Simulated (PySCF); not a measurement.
# C2H10BNSi: the cost of one run

The runs use PySCF 2.14.0, with density-fitted response routines of our own; the level of theory stands in each step. All values are computed, except where a source is named. Atoms are numbered from 0 throughout.

### 1 The molecule as given

15 atoms, charge 0, multiplicity 1; geometry from: PBE0-D3(BJ)/def2-SVP.

Bonds of the start (Å): C0–Si1 1.89, Si1–C2 1.89, Si1–B3 2.02, B3–N4 1.39, C0–H5 1.10, C0–H6 1.10, C0–H7 1.10, Si1–H8 1.51, C2–H9 1.10, C2–H10 1.10, C2–H11 1.10, B3–H12 1.22, N4–H13 1.01, N4–H14 1.01.

### 2 Nuclear shieldings: PBE0/pcSseg-1

Job settings and geometry (Å):

```
{"job": {"kind": "nmr", "xc": "PBE0", "basis": "pcSseg-1", "pop": false}, "charge": 0, "multiplicity": 1}
C     -1.634685    -0.926993    -0.219974
Si    -0.178584     0.102782     0.411708
C     -0.557794     1.935033     0.132164
B      1.538214    -0.438461    -0.510892
N      2.621003    -0.939352     0.202090
H     -2.577243    -0.619397     0.260023
H     -1.749811    -0.800912    -1.308320
H     -1.486233    -1.999373    -0.019182
H     -0.057821    -0.124713     1.898972
H     -1.494202     2.225724     0.634162
H      0.248246     2.578758     0.516933
H     -0.670553     2.143365    -0.943769
H      1.665317    -0.342571    -1.716177
H      3.492509    -1.221936    -0.230418
H      2.614483    -1.058071     1.208057
```

Level: GIAO PBE0/pcSseg-1 NMR shielding, non-relativistic, gas phase.

Run with:

```sh
$ OMP_NUM_THREADS=1 python probes_run.py task.json out
```

The driver reads the jobs from task.json and runs them one after another.

**Question.** How long does this first job take on 1 thread of Arm Neoverse V1, shared host, and how much memory does it need?

About 12 s, with a peak of 0.73 GiB.
